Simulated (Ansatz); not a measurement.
**C7H10F2OTi: up Jacob's ladder to CCSD(T)**

An exercise on one series of results from a longer session: the logs are not shown, and one member is left open.

Method: functionals in def2-TZVPP, the program's frozen cores in correlated methods; program: Ansatz 0.2.0, Gaussian basis.

The runs, in order: LDA (SPW92), PBE-D4, revPBE-D4, BLYP-D4, r2SCAN-D4, B97M-V, PBE0-D4, B3LYP-D4, r2SCANh-D4, r2SCAN0-D4, HSE06-D4, BHLYP-D4, CAM-B3LYP-D4, LC-ωPBE, ωB97X-V, ωB97M-V, B2PLYP, PBE-QIDH; CCSD(T)/def2-SVP; CCSD(T)/def2-TZVPP; MP2/def2-QZVPP; extrapolation to the limit; RPA on PBE.

## The geometry

An earlier PBE0-D4 in a triple-zeta def2 set relaxation fixed the geometry.

SMILES `CC[C@@]12[C@H]3[C@H]4[C@H]5[C@@H]1[Ti]4532([OH])([F])[F]`, 21 atoms, charge 0, spin multiplicity 1.

Atoms are counted from 1 here; the program's logs count them from 0.

Bond lengths: C1–C2 1.519 Å, C1–H12 1.092 Å, C1–H13 1.093 Å, C1–H14 1.091 Å, C2–C3 1.495 Å, C2–H15 1.094 Å, C2–H16 1.097 Å, C3–C4 1.413 Å, C3–C7 1.417 Å, C3–Ti8 2.375 Å, C4–C5 1.412 Å, C4–Ti8 2.354 Å, C4–H17 1.079 Å, C5–C6 1.409 Å, C5–Ti8 2.349 Å, C5–H18 1.080 Å, C6–C7 1.407 Å, C6–Ti8 2.364 Å and more. Angles: C2–C1–H12 111.6°, C2–C1–H13 111.3°, C2–C1–H14 110.5°, H12–C1–H13 107.9°, H12–C1–H14 107.5°, H13–C1–H14 107.9°, C1–C2–C3 114.4°, C1–C2–H15 109.9°, C1–C2–H16 109.6°, C3–C2–H15 108.4°, C3–C2–H16 108.1°, H15–C2–H16 106.0°, C2–C3–C4 127.6°, C2–C3–C7 125.6°, C2–C3–Ti8 119.9°, C4–C3–C7 106.8°, C4–C3–Ti8 71.8°, C7–C3–Ti8 72.1° and more.

Set-up of the first run:

in.yaml

```yaml
crystal:
  periodic: [false, false, false]
  atoms:
    - {symbol: C, position_ang: [0.067427, 2.036291, -1.746346]}
    - {symbol: C, position_ang: [-0.156386, 1.960439, -0.245588]}
    - {symbol: C, position_ang: [-0.572545, 0.612743, 0.250554]}
    - {symbol: C, position_ang: [-1.147511, -0.440223, -0.495906]}
    - {symbol: C, position_ang: [-1.347867, -1.544787, 0.361164]}
    - {symbol: C, position_ang: [-0.904843, -1.180008, 1.647879]}
    - {symbol: C, position_ang: [-0.419271, 0.139011, 1.577311]}
    - {symbol: Ti, position_ang: [0.969804, -1.192206, 0.207292]}
    - {symbol: O, position_ang: [1.378489, -2.713065, 1.118020]}
    - {symbol: F, position_ang: [2.291323, -0.044954, 0.551660]}
    - {symbol: F, position_ang: [1.252487, -1.581524, -1.507893]}
    - {symbol: H, position_ang: [-0.847810, 1.816126, -2.300631]}
    - {symbol: H, position_ang: [0.834455, 1.328815, -2.069971]}
    - {symbol: H, position_ang: [0.391959, 3.037682, -2.033877]}
    - {symbol: H, position_ang: [0.754238, 2.257572, 0.282578]}
    - {symbol: H, position_ang: [-0.926204, 2.684061, 0.048227]}
    - {symbol: H, position_ang: [-1.336864, -0.430540, -1.558462]}
    - {symbol: H, position_ang: [-1.720459, -2.515705, 0.069473]}
    - {symbol: H, position_ang: [-0.862902, -1.827996, 2.509570]}
    - {symbol: H, position_ang: [0.051955, 0.686123, 2.381488]}
    - {symbol: H, position_ang: [2.250525, -3.087845, 0.953449]}
basis:
  gaussian: {orbitals: def2-TZVPP}
hamiltonian: {xc: lda}
output: {orbitals: {seedname: orbitals}}
```

Command:

```
> ansatz run in.yaml --threads 4 --pin off --events-out ev --progress --plain --max-ram 66560MiB --backend cuda --devices 0, --max-vram 37GiB
```

Among the steps run: LDA; PBE-D4 (GGA); revPBE-D4 (GGA); BLYP-D4 (GGA); r2SCAN-D4 (meta-GGA); B97M-V (meta-GGA); PBE0-D4 (hybrid); B3LYP-D4 (hybrid); r2SCANh-D4 (hybrid); r2SCAN0-D4 (hybrid); HSE06-D4 (hybrid); BHLYP-D4 (hybrid); CAM-B3LYP-D4 (range-separated); LC-ωPBE (range-separated); ωB97X-V (range-separated); ωB97M-V (range-separated); B2PLYP (double hybrid); PBE-QIDH (double hybrid).

One table of the session follows, with a row left open; its other results are not shown here.

It belongs to the step «Orbital energies across the functionals». 

```
  functional  HOMO (eV)  LUMO (eV)  gap (eV)
 LDA (SPW92)      -6.37      -3.06      3.31
      PBE-D4      -6.18      -2.77      3.41
   revPBE-D4      -6.10      -2.66      3.44
     BLYP-D4      -6.02      -2.69      3.32
   r2SCAN-D4      -6.37      -2.67      3.70
      B97M-V      -6.42      -2.66      3.76
     PBE0-D4      -7.29      -1.72      5.57
    B3LYP-D4      -7.07      -2.03      5.04
  r2SCANh-D4      -6.79      -2.27      4.53
  r2SCAN0-D4      -7.42      -1.65      5.77
    HSE06-D4      -6.90      -2.10      4.80
    BHLYP-D4      -8.22      -0.55      7.67
CAM-B3LYP-D4      -8.51      -0.64      7.88
     LC-ωPBE      -9.77       0.54     10.32
     ωB97X-V          ?          ?         ?
     ωB97M-V      -9.38       0.48      9.86
```

Estimate the missing values for ωB97X-V.

As computed: HOMO (eV): -9.45; LUMO (eV): 0.51; gap (eV): 9.97. In the column «HOMO (eV)» it lies between LC-ωPBE (-9.77) and ωB97M-V (-9.38).
